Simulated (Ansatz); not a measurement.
# CH₅AlNO radical: small, medium and large basis sets

The task here is to estimate one member of a computed series from the others.

Program: Ansatz 0.2.0, Gaussian basis. Level of theory: one geometry, several basis sets. These are calculated values, not measurements.

Plan: PBE0-D4/def2-SVP; ωB97M-V/def2-SVP; PBE0-D4/def2-QZVPP; ωB97M-V/def2-QZVPP; the functionals' def2-TZVPP values are taken from earlier runs.

## Structure used throughout

The geometry comes from an earlier relaxation with PBE0-D4 in a triple-zeta def2 set; it is a stationary point, not always the lowest conformer.

SMILES `C[O][Al][NH2]`, 9 atoms, charge 0, spin multiplicity 2.

Atoms are counted from 1 here; the program's logs count them from 0.

Bond lengths: C1–O2 1.393 Å, C1–H5 1.096 Å, C1–H6 1.097 Å, C1–H7 1.096 Å, O2–Al3 1.692 Å, Al3–N4 1.770 Å, N4–H8 1.008 Å, N4–H9 1.006 Å. Angles: O2–C1–H5 110.2°, O2–C1–H6 112.7°, O2–C1–H7 110.3°, H5–C1–H6 107.8°, H5–C1–H7 107.8°, H6–C1–H7 107.9°, C1–O2–Al3 138.7°, O2–Al3–N4 116.1°, Al3–N4–H8 124.3°, Al3–N4–H9 124.7°, H8–N4–H9 111.0°.

Geometry (Å):

```xyz
9

C     0.9518    1.4320   -0.7681
O     0.1489    0.3855   -0.3194
Al    0.1176   -0.7432    0.9402
N    -1.2532   -1.8628    0.9471
H     1.2868    1.2386   -1.7931
H     1.8430    1.5793   -0.1452
H     0.3856    2.3699   -0.7716
H    -1.9917   -1.8609    0.2603
H    -1.4004   -2.5846    1.6325
```

The first run:

File in.yaml:

```yaml
crystal:
  periodic: [false, false, false]
  atoms:
    - {symbol: C, position_ang: [0.951791, 1.431975, -0.768092]}
    - {symbol: O, position_ang: [0.148939, 0.385546, -0.319357]}
    - {symbol: Al, position_ang: [0.117632, -0.743240, 0.940242]}
    - {symbol: N, position_ang: [-1.253175, -1.862825, 0.947129]}
    - {symbol: H, position_ang: [1.286788, 1.238623, -1.793062]}
    - {symbol: H, position_ang: [1.842982, 1.579287, -0.145224]}
    - {symbol: H, position_ang: [0.385552, 2.369882, -0.771574]}
    - {symbol: H, position_ang: [-1.991673, -1.860897, 0.260338]}
    - {symbol: H, position_ang: [-1.400437, -2.584551, 1.632499]}
basis:
  gaussian: {orbitals: def2-SVP}
magnetization: {spin_polarized: true, initial_magnetization: 1}
hamiltonian: {xc: pbe0, dispersion: d4}
output: {orbitals: {seedname: orbitals}}
```

The run is started by

```
> ansatz run in.yaml --threads 4 --pin off --events-out ev --progress --plain --max-ram 10444MiB
```

Among the steps run: PBE0-D4 in def2-SVP; ωB97M-V in def2-SVP; PBE0-D4 in def2-QZVPP; ωB97M-V in def2-QZVPP.

One table of the session follows, with a row left open; its other results are not shown here.

It belongs to the step «Density functionals: the series». 

| functional | basis | HOMO (eV) | LUMO (eV) |
| --- | --- | --- | --- |
| PBE0-D4 | def2-SVP | -5.50 | -2.07 |
| PBE0-D4 | def2-TZVPP | ? | ? |
| PBE0-D4 | def2-QZVPP | -5.67 | -2.18 |
| ωB97M-V | def2-SVP | -7.15 | -0.69 |
| ωB97M-V | def2-TZVPP | -7.27 | -0.68 |
| ωB97M-V | def2-QZVPP | -7.35 | -0.78 |

Estimate the missing values for PBE0-D4, def2-TZVPP.

**Answer.** HOMO (eV): -5.62; LUMO (eV): -2.13. In the column «HOMO (eV)» it lies between PBE0-D4, def2-QZVPP (-5.67) and PBE0-D4, def2-SVP (-5.50).
